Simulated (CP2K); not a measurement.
Zr in CP2K: the effect of dispersion

The system is Zr, a slab with vacuum.

```
CELL_PARAMETERS angstrom
3.23200 0.00000 0.00000
-1.61600 2.79899 0.00000
0.00000 0.00000 25.29400
ATOMIC_POSITIONS crystal
Zr 0.33333 0.66667 0.29651
Zr 0.66667 0.33333 0.39826
Zr 0.33333 0.66667 0.50000
Zr 0.66667 0.33333 0.60174
Zr 0.33333 0.66667 0.70349
```

Alike in all runs:

```yaml
Program: CP2K 2026.2
Task: single point
Functional: PBE
Potentials_or_basis: POTENTIAL_UZH Zr GTH-PBE-q12; DZVP-MOLOPT-PBE-GTH basis
Density_cutoff: 6123 eV
k_mesh: 7 × 7 × 1
Occupations: fermi-dirac, width 0.05 eV
Spin: no spin polarisation
```

| dispersion | largest force (eV/Å) |
| --- | --- |
| none | 0.65 |
| D2 | 0.60 |
| D3 | ? |
| D3(BJ) | 0.58 |
| D4 | 0.62 |
| rVV10 | 0.63 |
| D3(BJ)+ATM | 0.59 |

Question: What does the run with dispersion D3 give?

Answer: Largest force 0.56 eV/Å.
